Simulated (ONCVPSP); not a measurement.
**An ONCV potential for gallium, from input to tests**

Aim: build the potential from the settings below, then test how well it stands in for the atom: other configurations, scattering, ghost states and the plane-wave cutoff that it needs.

Method: ONCVPSP 4.0.1.1 (patched build), PBEsol, scalar-relativistic.

### Step 1. The design

The settings as typed:

```
element                 : gallium (Ga, Z = 31)
type                    : optimised norm-conserving Vanderbilt (ONCV)
frozen core             : [Ar]
valence charge          : 13
reference configuration : 3d10 4s2 4p1
partial waves           : 4s: rc 1.60 bohr, ncon 3, nbas 6, qcut 4.6 1/bohr, 3 projectors, debl 0.5 Ha; 4p: rc 1.95 bohr, ncon 4, nbas 8, qcut 5 1/bohr, 1 projector; 3d: rc 1.15 bohr, ncon 3, nbas 7, qcut 14 1/bohr, 2 projectors, debl 0.8 Ha
local potential         : polynomial inside 1.05 bohr (lpopt 5, dvloc0 0 Ha)
core correction         : not asked for
```

### Step 2. Generation

Ga.dat

```
# ATOM AND REFERENCE CONFIGURATION
# atsym  z   nc   nv     iexc    psfile
  Ga 31.00    5    3  -116133      upf
#
#   n    l    f
    1    0    2.00
    2    0    2.00
    2    1    6.00
    3    0    2.00
    3    1    6.00
    3    2   10.00
    4    0    2.00
    4    1    1.00
#
# PSEUDOPOTENTIAL AND OPTIMIZATION
# lmax
    2
#
#   l,   rc,      ep,       ncon, nbas, qcut
    0    1.60    0.00    3    6    4.60
    1    1.95    0.00    4    8    5.00
    2    1.15    0.00    3    7   14.00
#
# LOCAL POTENTIAL
# lloc, lpopt,  rc(5),   dvloc0
    4    5    1.05    0.00
#
# VANDERBILT-KLEINMAN-BYLANDER PROJECTORs
# l, nproj, debl
    0    3    0.50
    1    1    3.10
    2    2    0.80
#
# MODEL CORE CHARGE
# icmod, fcfact, rcfact
    0    0.00    0.00
#
# LOG DERIVATIVE ANALYSIS
# epsh1, epsh2, depsh
   -2.00    5.00    0.02
#
# OUTPUT GRID
# rlmax, drl
    6.00    0.01
#
# TEST CONFIGURATIONS
# ncnf
    4
# nvcnf
#   n    l    f
    3
    3    2   10.00
    4    0    2.00
    4    1    0.00
#
    3
    3    2   10.00
    4    0    1.00
    4    1    0.00
#
    3
    3    2   10.00
    4    0    0.00
    4    1    0.00
#
    3
    3    2   10.00
    4    0    0.00
    4    1    3.00
#
```

Run with:

```sh
$ oncvpsp.x < Ga.dat > Ga.out
```

**Question.** What will these runs give? Wanted: cutoffs for 1 and 0.1 mHa per electron, occupied waves; bound ghosts; GHOST(+) flags; largest test error; largest phase difference near zero energy, channels read.

As calculated:

```
                                                quantity                                         value
  cutoffs for 1 and 0.1 mHa per electron, occupied waves                               77 Ha and 85 Ha
                                            bound ghosts                               s at -128.56 eV
                                          GHOST(+) flags                                   s at 101 eV
                            largest test error (AE − PS)  -8.5 meV, for 3d10 4s1 4p0 (1 test unsolved)
largest phase difference near zero energy, channels read                                     0.015 rad
```

What this shows: A bound ghost (s) makes it unfit for use: electrons can fall into a state that the atom doesn't have. The worst unpolarised test, 3d10 4s1 4p0, is off by 8.5 meV on 26.8 eV; by total energies transferability rates as good where solved. Atomic tests can pass in spite of a ghost, since they solve only for the levels asked. Of the tests 1 gave no usable energy difference, which is a warning in itself. By its cutoff, 77 Ha for the looser tolerance, it is very hard. At the looser tolerance the 3d wave is the slowest; 4s needs 8 Ha. Near zero energy the phases of the channels with partial waves agree within 0.015 rad. The pseudo curves have a pole with no partner nearby in the atom's: p at 1.21 Ha. At positive energy that is a spurious or a displaced resonance. The program also flags highly localised states, GHOST(+) (s).
